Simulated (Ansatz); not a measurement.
Consider vertical spin-state energies of AlFH2O2, SMILES [OH][Al]([OH])[F] (the Python package of Ansatz (0.2.0)).

`spin.py`
```python
import ansatz as az

geometry_ang = [
    ("O", (-0.2181, 1.1958, -1.0966)),
    ("Al", (-0.1358, -0.3117, -0.1364)),
    ("O", (0.6167, -0.283, 1.5102)),
    ("F", (-0.6928, -1.8427, -0.8131)),
    ("H", (-1.1361, 1.6192, -0.8575)),
    ("H", (1.6083, -0.4416, 1.3471)),
]
system = az.Crystal.molecule()
for symbol, xyz in geometry_ang:
    system = system.atom(symbol, xyz)

calculation = (
    system.calculation()
    .basis(gaussian="def2-SVP")
    .functional("B3LYP", dispersion="d3bj")
)
found = {}
for unpaired in [0, 2]:
    rep = calculation.spin("collinear", total=unpaired).run(threads=1).report
    s = unpaired / 2
    found[unpaired] = rep["free_energy_ev"]
    print(f"2S+1 = {unpaired + 1}: E = {found[unpaired]:.5f} eV, <S^2> = {abs(rep['mean_field']['state']['spin_squared']):.3f} (pure state {s * (s + 1):.2f})")
lowest = min(found, key=found.get)
for unpaired, e in found.items():
    print(f"multiplicity {unpaired + 1}: {23.060548 * (e - found[lowest]):.1f} kcal/mol above the lowest")
```

Which spin state is lowest at this geometry, and how far above lie the others?

In order: multiplicity 1 (+0.00 eV) and multiplicity 3 (+5.08 eV), all at the one geometry.

The run itself:

```console
$ python spin.py
2S+1 = 1: E = -13437.54491 eV, <S^2> = 0.000 (pure state 0.00)
2S+1 = 3: E = -13432.46357 eV, <S^2> = 2.010 (pure state 2.00)
multiplicity 1: 0.0 kcal/mol above the lowest
multiplicity 3: 117.2 kcal/mol above the lowest
```

Total energies depend on the basis set; only differences at equal settings carry meaning. The geometry is a force-field or estimated start, not a minimum of this method, and the basis set is short of its limit. All parts are taken at fixed geometry, without zero-point energy. b3lyp holds the VWN-RPA fit, as in Gaussian; the form of ORCA and Turbomole is b3lyp5. It ran for 7.8 s on 1 thread of Arm Neoverse V1, with other jobs on the host, peak memory 0.22 GiB.

(Lines on the test bed's own set-up are left out of the output.)
